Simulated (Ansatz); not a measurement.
# CdF2: a single-point run

The task is a single-point run on CdF2. The structure is shown as the input types it.

Program: Ansatz 0.2.0. Level of theory: density functional or hybrid calculation with the settings of its input, plane waves (as first typed). These are calculated values, not measurements.

4 further runs of the same task are left out: 2 for a known fault of the program, 2 that didn't finish.

**1. Starting point**

Symmetry: Fm-3m, No. 225, cubic system. Conventional cell: a = 5.365 Å, b = 5.365 Å, c = 5.365 Å, α = 90.00°, β = 90.00°, γ = 90.00°. Around Cd (site symmetry m-3m) lie 8 F at 2.32 Å. Around F (site symmetry -43m) lie 4 Cd at 2.32 Å.

As a file:

```xyz
3
Lattice="0.0000 2.6826 2.6826 2.6826 0.0000 2.6826 2.6826 2.6826 0.0000" Properties=species:S:1:pos:R:3 pbc="T T T"
Cd    0.0000    0.0000    0.0000
F     1.3413    1.3413    1.3413
F     4.0239    4.0239    4.0239
```

**2. The run**

File input.yaml:

```yaml
crystal:
  lattice:
    - [0.0, 2.6825809941, 2.6825809941]
    - [2.6825809941, 0.0, 2.6825809941]
    - [2.6825809941, 2.6825809941, 0.0]
  atoms:
    - { symbol: Cd, position: [0.0, 0.0, 0.0] }
    - { symbol: F, position: [0.25, 0.25, 0.25] }
    - { symbol: F, position: [0.75, 0.75, 0.75] }
kpoints:
  mp_grid: { grid: [6, 6, 6] }
hamiltonian:
  xc: r2scan
scf:
  occupations: { method: fixed }
  n_extra_bands: 4
  convergence: { dr2_threshold: 1.0e-20 }
  max_iter: 52
output:
  forces: true
  stress: true
  eigenvalues: true
```

Command:

```bash
> ansatz run input.yaml --threads 4 --pin off --max-ram 3686MiB --backend cpu --events-out ev --progress --plain --runs-dir out
```

What happens when this is run?

This run ends as converged. Convergence says nothing about whether the input makes sense.

Look at the input: scf.convergence.dr2_threshold is 1.0e-20. The risk: threshold needlessly tight. Once met, so tight a threshold does no harm; it costs cycles.

Run again and compare: delete scf.convergence.dr2_threshold (the default then holds).
